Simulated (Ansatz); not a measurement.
I need vertical and adiabatic energies of changing the electron count of H6InN, SMILES [NH3+][InH3-]. Use the Python package of Ansatz (0.2.0). Level of theory (for the species named): CAM-B3LYP, def2-SVP basis, multiplicity 1.

The script reads `h6inn.xyz`:
```text
8

N    -0.50630    0.11050   -0.97960
In    0.44860   -0.14490    0.82630
H     0.04140   -0.07940   -1.80490
H    -1.32750   -0.44350   -1.03860
H    -0.84890    1.14610   -1.09470
H    -0.64750    0.29740    2.19660
H     0.97450   -1.87300    0.96580
H     1.95790    0.92980    0.87320
```

`adiabatic_h6inn.py`:
```python
'''Vertical and adiabatic ionisation of H6InN.'''

import itertools
import warnings

import ansatz as az
from ase.data import atomic_numbers, covalent_radii
import numpy as np

warnings.simplefilter('ignore', az.DeckWarning)

h6inn = az.Crystal.molecule_from_extxyz('h6inn.xyz')

model = h6inn.calculation().basis(gaussian='def2-SVP').functional('cam_b3lyp')
symbols = [site.symbol for site in h6inn.cartesian_sites]
start = np.array([site.position_ang for site in h6inn.cartesian_sites], dtype=float)
data = model.relax(force_tolerance=0.01).run().report
end = np.array(data['positions_ang'])

minimum = az.Crystal.molecule()
for symbol, place in zip(symbols, end):
    minimum = minimum.atom(symbol, place.tolist())
ion = (
    minimum.calculation()
    .basis(gaussian='def2-SVP')
    .functional('cam_b3lyp')
    .charge(1)
    .spin('collinear', total=1)
)
vertical = ion.run().report
settled = ion.relax(force_tolerance=0.01, max_steps=80).run().report
print(f'vertical ionisation energy   {vertical["free_energy_ev"] - data["free_energy_ev"]:.3f} eV')
print(f'adiabatic, no zero point     {settled["free_energy_ev"] - data["free_energy_ev"]:.3f} eV')
print(f'relaxation energy of the ion {vertical["free_energy_ev"] - settled["free_energy_ev"]:.3f} eV')
ionised = np.array(settled['positions_ang'])
# pairs closer than 1.2 times the sum of covalent radii, before or after
radius = [covalent_radii[atomic_numbers[s]] for s in symbols]
span = lambda where, i, j: np.linalg.norm(where[i] - where[j])
bonded = [(i, j) for i, j in itertools.combinations(range(len(symbols)), 2) if min(span(end, i, j), span(ionised, i, j)) < 1.2 * (radius[i] + radius[j])]
print('pair        before    after (A)')
for i, j in bonded:
    print(f'{symbols[i]}{i}-{symbols[j]}{j}'.ljust(10), f'{span(end, i, j):8.4f} {span(ionised, i, j):8.4f}')
for first, second in list(itertools.combinations(bonded, 2)):
    shared = set(first) & set(second)
    if shared and symbols[(j := shared.pop())] != 'H':
        i, k = sorted((set(first) | set(second)) - {j})
        u, v = ionised[i] - ionised[j], ionised[k] - ionised[j]
        angle = np.degrees(np.arccos(np.clip(u @ v / np.linalg.norm(u) / np.linalg.norm(v), -1, 1)))
        print(f'final angle {symbols[i]}{i}-{symbols[j]}{j}-{symbols[k]}{k}: {angle:.2f} deg')
```

```console
$ python adiabatic_h6inn.py
vertical ionisation energy   9.624 eV
adiabatic, no zero point     8.723 eV
relaxation energy of the ion 0.901 eV
pair        before    after (A)
N0-In1       2.3993   2.3021
N0-H2        1.0205   1.0262
N0-H3        1.0205   1.0256
N0-H4        1.0205   1.0262
In1-H5       1.7389   1.8219
In1-H6       1.7389   1.8220
In1-H7       1.7389   1.6801
final angle In1-N0-H2: 112.11 deg
final angle In1-N0-H3: 113.43 deg
final angle In1-N0-H4: 112.11 deg
final angle N0-In1-H5: 100.14 deg
final angle N0-In1-H6: 100.16 deg
final angle N0-In1-H7: 106.87 deg
final angle H2-N0-H3: 106.46 deg
final angle H2-N0-H4: 105.76 deg
final angle H3-N0-H4: 106.45 deg
final angle H5-In1-H6: 63.01 deg
final angle H5-In1-H7: 138.36 deg
final angle H6-In1-H7: 138.33 deg
```

The energies are electronic: no zero-point or thermal terms, and the basis set is short of its limit. The product may relax into another structure. The relaxation finds the nearest minimum, so the adiabatic value is an upper bound. def2 sets replace the cores of elements past krypton by effective core potentials. The whole script took 69 s on 1 thread of Arm Neoverse V2, with other jobs on the host, peak memory 0.28 GiB.
